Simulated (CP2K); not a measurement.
# PBE/SZV on ZnSe (Stilleite): a test of settings

Aim: start from a run with usual settings and see what each changed setting does to the results.

Computed with CP2K 2026.2 (PBE/SZV, atoms fixed, no spin polarisation, unless a step's input says otherwise).

### 1 The starting structure

Symmetry: F-43m, No. 216, cubic system. The conventional cell has a = 5.665 Å, b = 5.665 Å, c = 5.665 Å, α = 90.00°, β = 90.00°, γ = 90.00°. Zn (site symmetry -43m) has 4 Se at 2.45 Å as nearest neighbours. Se (site symmetry -43m) is surrounded by 4 Zn at 2.45 Å.

Structure file:

```xyz
2
Lattice="4.0057 0.0000 0.0000 2.0028 3.4690 0.0000 2.0028 1.1563 3.2706" Properties=species:S:1:pos:R:3 pbc="T T T"
Zn    0.0000    0.0000    0.0000
Se    2.0028    1.1563    0.8177
```

### 2 The reference run

A small atomic basis brings errors of its own in gap and pressure, and the grid adds noise to the pressure.

The input, run.inp:

```
&GLOBAL
 PROJECT run
 RUN_TYPE ENERGY_FORCE
 PRINT_LEVEL LOW
&END GLOBAL
&FORCE_EVAL
 METHOD QS
 STRESS_TENSOR ANALYTICAL
 &DFT
  BASIS_SET_FILE_NAME BASIS_MOLOPT
  POTENTIAL_FILE_NAME GTH_POTENTIALS
  &QS
   EXTRAPOLATION USE_GUESS
  &END QS
  &MGRID
   CUTOFF 500
   REL_CUTOFF 50
  &END MGRID
  &XC
   &XC_FUNCTIONAL PBE
   &END XC_FUNCTIONAL
  &END XC
  &KPOINTS
   SCHEME MONKHORST-PACK 5 5 5
   SYMMETRY F
   FULL_GRID F
  &END KPOINTS
  &SCF
   ADDED_MOS 8
   EPS_SCF 1e-6
   MAX_SCF 80
   &DIAGONALIZATION
   &END DIAGONALIZATION
   &MIXING
    METHOD BROYDEN_MIXING
    ALPHA 0.3
   &END MIXING
   &SMEAR
    METHOD FERMI_DIRAC
    ELECTRONIC_TEMPERATURE [K] 232
   &END SMEAR
   &PRINT
    &ITERATION_INFO
    &END ITERATION_INFO
   &END PRINT
  &END SCF
  &PRINT
   &BAND_STRUCTURE
    FILE_NAME bands.bs
    ADDED_MOS 6
    &KPOINT_SET
     UNITS B_VECTOR
     SPECIAL_POINT 0.00000000 0.00000000 0.00000000
     NPOINTS 0
    &END KPOINT_SET
    &KPOINT_SET
     UNITS B_VECTOR
     SPECIAL_POINT -0.50000000 -0.50000000 0.00000000
     NPOINTS 0
    &END KPOINT_SET
    &KPOINT_SET
     UNITS B_VECTOR
     SPECIAL_POINT -0.37500000 -0.37500000 0.25000000
     NPOINTS 0
    &END KPOINT_SET
    &KPOINT_SET
     UNITS B_VECTOR
     SPECIAL_POINT -0.37500000 0.00000000 0.37500000
     NPOINTS 0
    &END KPOINT_SET
    &KPOINT_SET
     UNITS B_VECTOR
     SPECIAL_POINT 0.00000000 0.00000000 0.50000000
     NPOINTS 0
    &END KPOINT_SET
    &KPOINT_SET
     UNITS B_VECTOR
     SPECIAL_POINT -0.50000000 -0.25000000 0.25000000
     NPOINTS 0
    &END KPOINT_SET
   &END BAND_STRUCTURE
  &END PRINT
 &END DFT
 &SUBSYS
  &CELL
   A 4.00565339 0.00000000 0.00000000
   B 2.00282669 3.46899759 0.00000000
   C 2.00282669 1.15633253 3.27060230
  &END CELL
  &COORD
   SCALED
   Zn -0.00000000 0.00000000 0.00000000
   Se 0.25000000 0.25000000 0.25000000
  &END COORD
  &KIND Zn
   BASIS_SET SZV-MOLOPT-SR-GTH
   POTENTIAL GTH-PBE
  &END KIND
  &KIND Se
   BASIS_SET SZV-MOLOPT-SR-GTH
   POTENTIAL GTH-PBE
  &END KIND
 &END SUBSYS
 &PRINT
  &STRESS_TENSOR
  &END STRESS_TENSOR
  &FORCES
  &END FORCES
 &END PRINT
&END FORCE_EVAL
```

Command:

```
$ cp2k.psmp -i run.inp
```

Output, shortened:

```text
[...]
 CP2K| version string:                                       CP2K version 2026.2
[...]
                             - Atoms:                                          2
[...]
                             - Spherical basis functions:                     13
[...]
 Number of electrons:                                                         18
[...]
     1 NoMix/Diag. 0.30E+00    0.5     1.58899146       -70.0252820566 -7.00E+01
[...]
     9 Broy./Diag. 0.30E+00    0.9     0.00000004       -69.9890375524  1.32E-05
  *** SCF run converged in     9 steps ***
[...]
  Overlap energy of the core charge distribution:               0.00000000809049
  Self energy of the core charge distribution:                -99.56286768489818
  Core Hamiltonian energy:                                     30.19107344980612
  Hartree energy:                                              10.54222793956552
  Exchange-correlation energy:                                -11.15947126499802
  Electronic entropic energy:                                  -0.00000000000000
  Fermi energy:                                                 0.15112546511071
  Total energy:                                               -69.98903755243408
  Total energy (extrapolated to T->0):                        -69.98903755243408
[...]
 ENERGY| Total FORCE_EVAL ( QS ) energy [hartree]            -69.989042303913919
 FORCES| Atomic forces [hartree/bohr]
 FORCES|   Atom     x               y               z               |f|
 FORCES|      1 -8.78007858E-06 -4.90989646E-06 -3.43820511E-06   1.06309980E-05
 FORCES|      2  1.34537249E-05  7.60823195E-06  5.34622350E-06   1.63545105E-05
 FORCES| Sum     4.67364630E-06  2.69833549E-06  1.90801839E-06
 FORCES| Total atomic force                                       5.72402990E-06
 STRESS| Analytical stress tensor [bar]
 STRESS|                        x                   y                   z
 STRESS|      x        6.12016120720E+04   9.61118301863E+01   6.79613205219E+01
 STRESS|      y        9.61118301863E+01   6.10917215296E+04   3.83193101958E+01
 STRESS|      z        6.79613205219E+01   3.83193101958E+01   6.10626186975E+04
 STRESS| 1/3 Trace                                             6.11186507663E+04
 STRESS| Determinant                                           2.28306812545E+14
[...]
```

It took 9.1 s on 2 threads of Intel Xeon Platinum 8259CL at 2.50GHz (Skylake/Cascade Lake), shared host; peak memory 0.28 GiB.

Gap 1.84 eV; pressure 6.1 GPa.

### 3 Change: KPOINTS = 2x2x2

run.inp: that of step 2 with these lines changed.

```diff
@@ -23,3 +23,3 @@
   &KPOINTS
-   SCHEME MONKHORST-PACK 5 5 5
+   SCHEME MONKHORST-PACK 2 2 2
    SYMMETRY F
```

Command:

```
$ cp2k.psmp -i run.inp
```

Output, shortened:

```text
[...]
 CP2K| version string:                                       CP2K version 2026.2
[...]
                             - Atoms:                                          2
[...]
                             - Spherical basis functions:                     13
[...]
 Number of electrons:                                                         18
[...]
     1 NoMix/Diag. 0.30E+00    0.4     2.00468624       -70.0252820566 -7.00E+01
[...]
     9 Broy./Diag. 0.30E+00    0.5     0.00000042       -69.9874841087  7.74E-06
  *** SCF run converged in     9 steps ***
[...]
  Overlap energy of the core charge distribution:               0.00000000809049
  Self energy of the core charge distribution:                -99.56286768489818
  Core Hamiltonian energy:                                     30.19793065591935
  Hartree energy:                                              10.53927345494694
  Exchange-correlation energy:                                -11.16182054272300
  Electronic entropic energy:                                  -0.00000000000000
  Fermi energy:                                                 0.20217001627111
  Total energy:                                               -69.98748410866440
  Total energy (extrapolated to T->0):                        -69.98748410866440
[...]
 ENERGY| Total FORCE_EVAL ( QS ) energy [hartree]            -69.987483195143042
 FORCES| Atomic forces [hartree/bohr]
 FORCES|   Atom     x               y               z               |f|
 FORCES|      1  9.84344715E-03  5.68364710E-03  4.01899622E-03   1.20561033E-02
 FORCES|      2 -9.83892633E-03 -5.68103702E-03 -4.01715061E-03   1.20505665E-02
 FORCES| Sum     4.52081696E-06  2.61008202E-06  1.84561265E-06
 FORCES| Total atomic force                                       5.53684027E-06
 STRESS| Analytical stress tensor [bar]
 STRESS|                        x                   y                   z
 STRESS|      x        1.96579480867E+04  -4.99116414348E+04  -3.52904245435E+04
 STRESS|      y       -4.99116414348E+04   7.72948183691E+04  -2.03783340127E+04
 STRESS|      z       -3.52904245435E+04  -2.03783340127E+04   9.17023337289E+04
 STRESS| 1/3 Trace                                             6.28850333949E+04
 STRESS| Determinant                                          -2.65324936091E+14
[...]
```

It took 7.5 s on 2 threads of Intel Xeon Platinum 8259CL at 2.50GHz (Skylake/Cascade Lake), shared host; peak memory 0.28 GiB.

Against the reference run the gap moves by -0.02 eV and the energy by +21.2 meV/atom.

### 4 Change: EPS_SCF = 1e-9

run.inp: that of step 3 with these lines changed.

```diff
@@ -23,3 +23,3 @@
   &KPOINTS
-   SCHEME MONKHORST-PACK 2 2 2
+   SCHEME MONKHORST-PACK 5 5 5
    SYMMETRY F
@@ -29,3 +29,3 @@
    ADDED_MOS 8
-   EPS_SCF 1e-6
+   EPS_SCF 1e-9
    MAX_SCF 80
```

Command:

```
$ cp2k.psmp -i run.inp
```

Output, shortened:

```text
[...]
 CP2K| version string:                                       CP2K version 2026.2
[...]
                             - Atoms:                                          2
[...]
                             - Spherical basis functions:                     13
[...]
 Number of electrons:                                                         18
[...]
     1 NoMix/Diag. 0.30E+00    0.4     1.58899146       -70.0252820566 -7.00E+01
[...]
    15 Broy./Diag. 0.30E+00    0.7     9.0416E-10       -69.9890423021 -5.88E-09
  *** SCF run converged in    15 steps ***
[...]
  Overlap energy of the core charge distribution:               0.00000000809049
  Self energy of the core charge distribution:                -99.56286768489818
  Core Hamiltonian energy:                                     30.19107293429708
  Hartree energy:                                              10.54222445409048
  Exchange-correlation energy:                                -11.15947201371756
  Electronic entropic energy:                                  -0.00000000000000
  Fermi energy:                                                 0.15112549289285
  Total energy:                                               -69.98904230213768
  Total energy (extrapolated to T->0):                        -69.98904230213768
[...]
 ENERGY| Total FORCE_EVAL ( QS ) energy [hartree]            -69.989042303913990
 FORCES| Atomic forces [hartree/bohr]
 FORCES|   Atom     x               y               z               |f|
 FORCES|      1 -8.78009995E-06 -4.90990881E-06 -3.43821371E-06   1.06310241E-05
 FORCES|      2  1.34537443E-05  7.60824319E-06  5.34623132E-06   1.63545342E-05
 FORCES| Sum     4.67364438E-06  2.69833438E-06  1.90801760E-06
 FORCES| Total atomic force                                       5.72402755E-06
 STRESS| Analytical stress tensor [bar]
 STRESS|                        x                   y                   z
 STRESS|      x        6.12016003129E+04   9.61118342310E+01   6.79613233906E+01
 STRESS|      y        9.61118342310E+01   6.10917097658E+04   3.83193118880E+01
 STRESS|      z        6.79613233906E+01   3.83193118880E+01   6.10626069347E+04
 STRESS| 1/3 Trace                                             6.11186390045E+04
 STRESS| Determinant                                           2.28306680736E+14
[...]
```

Run time: 12 s. Hardware: 2 threads of Intel Xeon Platinum 8259CL at 2.50GHz (Skylake/Cascade Lake), shared host; peak memory 0.28 GiB.

Against the reference run the gap moves by 0.00 eV and the energy by 0.0 meV/atom.

### 5 Change: CUTOFF = 1000

run.inp: that of step 4 with these lines changed.

```diff
@@ -15,3 +15,3 @@
   &MGRID
-   CUTOFF 500
+   CUTOFF 1000
    REL_CUTOFF 50
@@ -29,3 +29,3 @@
    ADDED_MOS 8
-   EPS_SCF 1e-9
+   EPS_SCF 1e-6
    MAX_SCF 80
```

Command:

```
$ cp2k.psmp -i run.inp
```

Output, shortened:

```text
[...]
 CP2K| version string:                                       CP2K version 2026.2
[...]
                             - Atoms:                                          2
[...]
                             - Spherical basis functions:                     13
[...]
 Number of electrons:                                                         18
[...]
     1 NoMix/Diag. 0.30E+00    0.7     1.58897725       -70.0252253775 -7.00E+01
[...]
     9 Broy./Diag. 0.30E+00    0.9     0.00000003       -69.9889816634  1.32E-05
  *** SCF run converged in     9 steps ***
[...]
  Overlap energy of the core charge distribution:               0.00000000809049
  Self energy of the core charge distribution:                -99.56286768489818
  Core Hamiltonian energy:                                     30.19104997073380
  Hartree energy:                                              10.54224538419199
  Exchange-correlation energy:                                -11.15940934148024
  Electronic entropic energy:                                  -0.00000000000000
  Fermi energy:                                                 0.15112034327732
  Total energy:                                               -69.98898166336213
  Total energy (extrapolated to T->0):                        -69.98898166336213
[...]
 ENERGY| Total FORCE_EVAL ( QS ) energy [hartree]            -69.988986392161436
 FORCES| Atomic forces [hartree/bohr]
 FORCES|   Atom     x               y               z               |f|
 FORCES|      1 -5.27787226E-08  1.28814931E-07  1.24700229E-07   1.86893090E-07
 FORCES|      2  7.45160958E-08 -1.16261737E-07 -1.15821263E-07   1.80233196E-07
 FORCES| Sum     2.17373732E-08  1.25531947E-08  8.87896599E-09
 FORCES| Total atomic force                                       2.66257793E-08
 STRESS| Analytical stress tensor [bar]
 STRESS|                        x                   y                   z
 STRESS|      x        6.12314996295E+04  -1.89767237647E+00  -1.34185711994E+00
 STRESS|      y       -1.89767237647E+00   6.12347807165E+04  -1.69289344057E+00
 STRESS|      z       -1.34185711994E+00  -1.69289344057E+00   6.12339708165E+04
 STRESS| 1/3 Trace                                             6.12334170542E+04
 STRESS| Determinant                                           2.29596617092E+14
[...]
```

Run time: 13 s. Hardware: 2 threads of Intel Xeon Platinum 8259CL at 2.50GHz (Skylake/Cascade Lake), shared host; peak memory 0.46 GiB.

Against the reference run the gap moves by 0.00 eV and the energy by +0.8 meV/atom.

### 6 Change: KPOINTS = 4x4x4

run.inp: that of step 5 with these lines changed.

```diff
@@ -15,3 +15,3 @@
   &MGRID
-   CUTOFF 1000
+   CUTOFF 500
    REL_CUTOFF 50
@@ -23,3 +23,3 @@
   &KPOINTS
-   SCHEME MONKHORST-PACK 5 5 5
+   SCHEME MONKHORST-PACK 4 4 4
    SYMMETRY F
```

Command:

```
$ cp2k.psmp -i run.inp
```

Output, shortened:

```text
[...]
 CP2K| version string:                                       CP2K version 2026.2
[...]
                             - Atoms:                                          2
[...]
                             - Spherical basis functions:                     13
[...]
 Number of electrons:                                                         18
[...]
     1 NoMix/Diag. 0.30E+00    0.3     1.58487576       -70.0252820566 -7.00E+01
[...]
     9 Broy./Diag. 0.30E+00    0.5     0.00000010       -69.9895281941  1.37E-05
  *** SCF run converged in     9 steps ***
[...]
  Overlap energy of the core charge distribution:               0.00000000809049
  Self energy of the core charge distribution:                -99.56286768489818
  Core Hamiltonian energy:                                     30.18822728750123
  Hartree energy:                                              10.54380255604679
  Exchange-correlation energy:                                -11.15869036080085
  Electronic entropic energy:                                  -0.00000000000000
  Fermi energy:                                                 0.15474250986269
  Total energy:                                               -69.98952819406051
  Total energy (extrapolated to T->0):                        -69.98952819406051
[...]
 ENERGY| Total FORCE_EVAL ( QS ) energy [hartree]            -69.989532632388446
 FORCES| Atomic forces [hartree/bohr]
 FORCES|   Atom     x               y               z               |f|
 FORCES|      1  5.16241329E-04  2.98229150E-04  2.10911126E-04   6.32399588E-04
 FORCES|      2 -5.11513011E-04 -2.95499249E-04 -2.08980789E-04   6.26608599E-04
 FORCES| Sum     4.72831796E-06  2.72990014E-06  1.93033697E-06
 FORCES| Total atomic force                                       5.79098837E-06
 STRESS| Analytical stress tensor [bar]
 STRESS|                        x                   y                   z
 STRESS|      x        5.82799458811E+04  -2.88359784759E+03  -2.03884350719E+03
 STRESS|      y       -2.88359784759E+03   6.16108641377E+04  -1.17815424781E+03
 STRESS|      z       -2.03884350719E+03  -1.17815424781E+03   6.24420404737E+04
 STRESS| 1/3 Trace                                             6.07776168308E+04
 STRESS| Determinant                                           2.23339178455E+14
[...]
```

Wall time 7.5 s (2 threads of Intel Xeon Platinum 8259CL at 2.50GHz (Skylake/Cascade Lake), shared host); peak memory 0.28 GiB.

Against the reference run the gap moves by 0.00 eV and the energy by -6.7 meV/atom.

### 7 Change: REL_CUTOFF = 30

run.inp: that of step 6 with these lines changed.

```diff
@@ -16,3 +16,3 @@
    CUTOFF 500
-   REL_CUTOFF 50
+   REL_CUTOFF 30
   &END MGRID
@@ -23,3 +23,3 @@
   &KPOINTS
-   SCHEME MONKHORST-PACK 4 4 4
+   SCHEME MONKHORST-PACK 5 5 5
    SYMMETRY F
```

Command:

```
$ cp2k.psmp -i run.inp
```

Output, shortened:

```text
[...]
 CP2K| version string:                                       CP2K version 2026.2
[...]
                             - Atoms:                                          2
[...]
                             - Spherical basis functions:                     13
[...]
 Number of electrons:                                                         18
[...]
     1 NoMix/Diag. 0.30E+00    0.4     1.58899305       -70.0253045779 -7.00E+01
[...]
     9 Broy./Diag. 0.30E+00    0.5     0.00000005       -69.9890616265  1.33E-05
  *** SCF run converged in     9 steps ***
[...]
  Overlap energy of the core charge distribution:               0.00000000809049
  Self energy of the core charge distribution:                -99.56286768489818
  Core Hamiltonian energy:                                     30.19108579003773
  Hartree energy:                                              10.54222093722591
  Exchange-correlation energy:                                -11.15950067696434
  Electronic entropic energy:                                  -0.00000000000000
  Fermi energy:                                                 0.15112970039562
  Total energy:                                               -69.98906162650839
  Total energy (extrapolated to T->0):                        -69.98906162650839
[...]
 ENERGY| Total FORCE_EVAL ( QS ) energy [hartree]            -69.989066366023366
 FORCES| Atomic forces [hartree/bohr]
 FORCES|   Atom     x               y               z               |f|
 FORCES|      1 -1.56589482E-05 -8.88141296E-06 -6.24649113E-06   1.90552042E-05
 FORCES|      2  1.92012057E-05  1.09265343E-05  7.69261301E-06   2.33934125E-05
 FORCES| Sum     3.54225752E-06  2.04512137E-06  1.44612188E-06
 FORCES| Total atomic force                                       4.33836124E-06
 STRESS| Analytical stress tensor [bar]
 STRESS|                        x                   y                   z
 STRESS|      x        6.15272697778E+04   1.96380441466E+02   1.38861942070E+02
 STRESS|      y        1.96380441466E+02   6.13015990240E+04   7.92537919382E+01
 STRESS|      z        1.38861942070E+02   7.92537919382E+01   6.12435511335E+04
 STRESS| 1/3 Trace                                             6.13574733118E+04
 STRESS| Determinant                                           2.30989601894E+14
[...]
```

Wall time 7.5 s (2 threads of Intel Xeon Platinum 8259CL at 2.50GHz (Skylake/Cascade Lake), shared host); peak memory 0.28 GiB.

Against the reference run the gap moves by 0.00 eV and the energy by -0.3 meV/atom.

### 8 Change: BASIS_SET = TZVP-MOLOPT-SR-GTH

run.inp: that of step 7 with these lines changed.

```diff
@@ -16,3 +16,3 @@
    CUTOFF 500
-   REL_CUTOFF 30
+   REL_CUTOFF 50
   &END MGRID
@@ -95,3 +95,3 @@
   &KIND Zn
-   BASIS_SET SZV-MOLOPT-SR-GTH
+   BASIS_SET TZVP-MOLOPT-SR-GTH
    POTENTIAL GTH-PBE
@@ -99,3 +99,3 @@
   &KIND Se
-   BASIS_SET SZV-MOLOPT-SR-GTH
+   BASIS_SET TZVP-MOLOPT-SR-GTH
    POTENTIAL GTH-PBE
```

Command:

```
$ cp2k.psmp -i run.inp
```

Output:

```text
[... start of the log left out ...]
 CP2K| version string:                                       CP2K version 2026.2
 CP2K|            td4 dftd4_v4_2 s_dftd3 mctc-lib tblite sirius libvori libbqb l
 CP2K|            libvdwxc hdf5 trexio greenx
 CP2K| Input file name                                                   run.inp

 GLOBAL| Force Environment number                                              1
 GLOBAL| Cholesky decomposition library                                ScaLAPACK
 GLOBAL| Direct generalized diagonalization requested                          F
 GLOBAL| Matrix multiplication library                                 ScaLAPACK

 GENERATE|  Preliminary Number of Bonds generated:                             0
 GENERATE|  Achieved consistency in connectivity generation.

 *******************************************************************************
 *   ___                                                                       *
 *  /   \                                                                      *
 * [ABORT]                                                                     *
 *  \___/    The requested basis set <TZVP-MOLOPT-SR-GTH> for element <Zn> was *
 *    |               not found in the basis set files <BASIS_MOLOPT>          *
 *  O/|                                                                        *
 * /| |                                                                        *
 *******************************************************************************

 ===== Routine Calling Stack =====

            3 read_qs_kind
            2 create_qs_kind_set
            1 CP2K
--------------------------------------------------------------------------
MPI_ABORT was invoked on rank 0 in communicator MPI_COMM_WORLD
  Proc: [[58652,0],0]
  Errorcode: 1
```

Wall time 1.4 s (2 threads of Intel Xeon Platinum 8259CL at 2.50GHz (Skylake/Cascade Lake), shared host); peak memory 0.17 GiB.

The program refused the job.

### 9 What moved

| change | ends | gap (eV) | energy (meV/atom) | pressure (GPa) | time |
| --- | --- | --- | --- | --- | --- |
| none | converged | 1.84 | 0 | 6.1 | 9.1 s |
| KPOINTS = 2x2x2 | converged | -0.02 | +21.2 | +0.2 | 7.5 s |
| EPS_SCF = 1e-9 | converged | 0.00 | 0.0 | 0.0 | 12 s |
| CUTOFF = 1000 | converged | 0.00 | +0.8 | 0.0 | 13 s |
| KPOINTS = 4x4x4 | converged | 0.00 | -6.7 | 0.0 | 7.5 s |
| REL_CUTOFF = 30 | converged | 0.00 | -0.3 | 0.0 | 7.5 s |
| BASIS_SET = TZVP-MOLOPT-SR-GTH | refused | – | – | – | 1.4 s |

The first row holds values, the others changes from it. Keys are the program's: temperature in eV (tblite) or K (CP2K), cutoffs in Ry, CUTOFP in Å. Among the numerical settings, KPOINTS = 2x2x2 moves the energy most (+21.2 meV/atom). 1 of the 6 changes gave no result. The changed runs test settings; they are no properties of the crystal.
